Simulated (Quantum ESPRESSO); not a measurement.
The system is HPbNO4.

```
CELL_PARAMETERS angstrom
4.19923 0.11117 0.16817
1.91600 3.89132 0.12568
1.76085 1.25259 6.37266
ATOMIC_POSITIONS crystal
H 0.89145 0.68202 0.62796
Pb 0.14426 0.92872 0.88352
N 0.25670 0.28861 0.30171
O 0.83108 0.65056 0.78405
O 0.38694 0.22380 0.11295
O 0.31104 0.03576 0.45856
O 0.07726 0.60633 0.32275
```

The cell was built by a generator and needn't be a form met in nature.

Base run:

```yaml
Program: Quantum ESPRESSO 7.5
Functional: PBE
Potentials_or_basis: PseudoDojo 0.4.1 SR PBE standard
Cutoff: 1143 eV
Density_cutoff: 4572 eV
k_mesh: 6 × 6 × 4
Occupations: fixed
Spin: no spin polarisation
```

Its results: band gap on the k mesh, mean-field level 2.79 eV, direct.

The run is repeated on the same cell with these changes: k mesh from 6 × 6 × 4 to 4 × 4 × 4. What comes out?

Band gap on the k mesh, mean-field level 2.93 eV, indirect (least direct gap 2.96 eV).

Caveats: some runs use coarse meshes; spin-orbit coupling is left out, which as a rule narrows the gap of such compounds by several tenths of an eV.

A k mesh can miss the band edges.

Not every run made on this cell is shown here.
